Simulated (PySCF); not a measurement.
# SrGa: bond curves at several levels of theory

What are the lowest state that PBE0 finds, the bond length, vibrational wavenumber and bond energy of SrGa, and how much do these hang on the method?

Program: PySCF 2.14.0. Level of theory: Sr def2-SVP with ECP28, Ga def2-SVP, scalar-relativistic core potentials. These are calculated values, not measurements.

## (1) Set-up

The job is set up so:

```yaml
atoms: Sr, Ga
charge: 0
basis: Sr def2-SVP with ECP28, Ga def2-SVP
Hamiltonian: scalar-relativistic core potentials
basis_functions: 55
electrons_treated: 41
masses_in_u: 87.9056, 68.9256
levels: PBE0, PBE, r²SCAN, MN15, BLYP, PBEsol, HF, MP2, SCS-MP2
grid: 80 radial by 434 angular points
occupations: held fixed by the projection of orbital angular momentum
dissociation_limit: Sr + Ga, each in its ground configuration
starting_distance_in_angstrom: 2.915
values_of_2S_to_try: 1, 3
```

The run is started by

```bash
> OMP_NUM_THREADS=1 python dia.py task.json out
```

Further steps of the session: PBE0 along the bond; Excited determinants; PBE (GGA); r²SCAN (meta-GGA); MN15 (hybrid meta-GGA); BLYP (GGA); PBEsol (GGA); ROHF (mean field).

What does the calculation give? Wanted: for each run, Re; ωe; De; μ.

The runs gave:

Lowest PBE0 solution found, without spin–orbit coupling: ²Π (doublet), unpaired electrons π ↑. State 3 has its PBE0 minimum 0.62 eV higher. The other levels ran on the lowest alone.

| level | Re (Å) | ωe (cm⁻¹) | De (eV) | μ (D) |
| --- | --- | --- | --- | --- |
| ROHF | 4.061 | 29.3 | 0.030 | -1.28 |
| ROHF-MP2 | 3.339 | 101.4 | 0.377 | n/a |
| ROHF-SCS-MP2 | 3.389 | 91.8 | 0.290 | n/a |
| PBE | 3.276 | 115.8 | 0.75 | -2.57 |
| PBEsol | 3.232 | 121.3 | 0.85 | -2.62 |
| BLYP | 3.327 | 107.0 | 0.56 | -2.36 |
| r²SCAN | 3.244 | 122.7 | 0.82 | -3.14 |
| PBE0 | 3.282 | 114.0 | 0.63 | -2.88 |
| MN15 | 3.372 | 95.7 | 0.55 | -2.01 |

De is counted to Sr + Ga in their ground configurations. A positive dipole means Sr(−)Ga(+). ⟨S²⟩ is off the pure value of 0.75 by over a tenth at r²SCAN 1.18, PBE0 0.98.

In words: Bond lengths run from 3.232 Å (PBEsol) to 4.061 Å (ROHF). Among the levels with a De in the table, it runs from 0.030 eV (ROHF) to 0.85 eV (PBEsol).

Correlated steps freeze 9 core orbitals. Spin–orbit coupling is left out.
